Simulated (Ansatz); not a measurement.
# BGeH (singlet): wave-function methods side by side at angle Ge1–B2–H3 = 140.1°, cc-pVTZ

The task here is to estimate one member of a computed series from the others.

Computed with Ansatz 0.2.0, Gaussian basis. Level: cc-pVTZ, core rule «outside noble gas», up to 15 orbitals frozen.

Plan: UHF; CCSD(T) on RHF; CCSD(T) on UHF; BCCD(T) on RHF; CISD; CCSDT(Q) on RHF; CASSCF and NEVPT2, 8 electrons in 9 orbitals.

19 further runs of the same task are left out: 13 that didn't finish, 6 set aside as unsound or not needed.

## What is computed

The geometry derives from a PBE0/def2-TZVP stationary point (not a proven minimum). One angle is set to the value named; bond lengths are kept. No spin-orbit coupling is included. The filled d shell of Ge may be among the frozen orbitals whatever the setting's name suggests; the logs give the count.

3 atoms, charge 0, spin multiplicity 1.

Atoms are counted from 1 here; the program's logs count them from 0.

Bond lengths: Ge1–B2 1.963 Å, B2–H3 1.188 Å. Angles: Ge1–B2–H3 140.1°.

Set-up of the first run:

Contents of in.yaml:

```yaml
crystal:
  periodic: [false, false, false]
  atoms:
    - {symbol: Ge, position_ang: [0.088881, 0.000000, 0.271512]}
    - {symbol: B, position_ang: [-0.580830, 0.000000, -1.573511]}
    - {symbol: H, position_ang: [-0.175536, 0.000000, -2.690078]}
basis:
  gaussian: {orbitals: cc-pVTZ}
magnetization: {spin_polarized: true, initial_magnetization: 0}
hamiltonian: {xc: hf}
output: {orbitals: {seedname: orbitals}}
```

The run is started by

```
$ ansatz run in.yaml --threads 1 --pin off --events-out ev --progress --plain --max-ram 2393MiB
```

Among the steps run: UHF; CCSD(T) on RHF; CCSD(T) on UHF; BCCD(T) on RHF; CISD; CCSDT(Q) on RHF; CASSCF and NEVPT2, 8 electrons in 9 orbitals.

One of the session's tables, all rows but one given; the rest of the session is left out.

| method | from RCCSDT(Q) (kJ/mol) |
| --- | --- |
| RHF | +576.5 |
| UHF | +476.0 |
| RMP2 | +126.7 |
| UMP2 | +83.3 |
| CISD | +87.1 |
| RCCSD | +44.4 |
| UCCSD | +2.1 |
| RCCSD(T) | +15.2 |
| UCCSD(T) | -24.1 |
| BCCD(T) | +15.3 |
| RCCSDT | ? |
| RCCSDT(Q) | 0 |
| CASSCF valence | +324.8 |
| NEVPT2 valence | +94.5 |

**Question.** Estimate the row for RCCSDT.

**Answer.** from RCCSDT(Q) (kJ/mol): +6.8. In the column «from RCCSDT(Q) (kJ/mol)» it lies between UCCSD (+2.1) and RCCSD(T) (+15.2).

The program flags UCCSD(T), RCCSDT(Q) as in doubt (see the logs), so the zero of the table is itself unsure.

To keep in mind: The determinant is far from a pure spin state, so its energy mixes those of several spin states (harmless only where they are near-degenerate, as at dissociation). The report flags that the cluster equations may have other roots. The program flags UCCSD(T), RCCSDT(Q) as in doubt, so the zero of the table is itself unsure. Warnings: restricted reference is unstable; spin contamination; coupled cluster took another determinant than the lowest; large T1 diagnostic. Restricted and unrestricted rows rest on different reference determinants; where their highest levels disagree by more than a few hundredths of an eV, they describe different states and don't form one ladder.
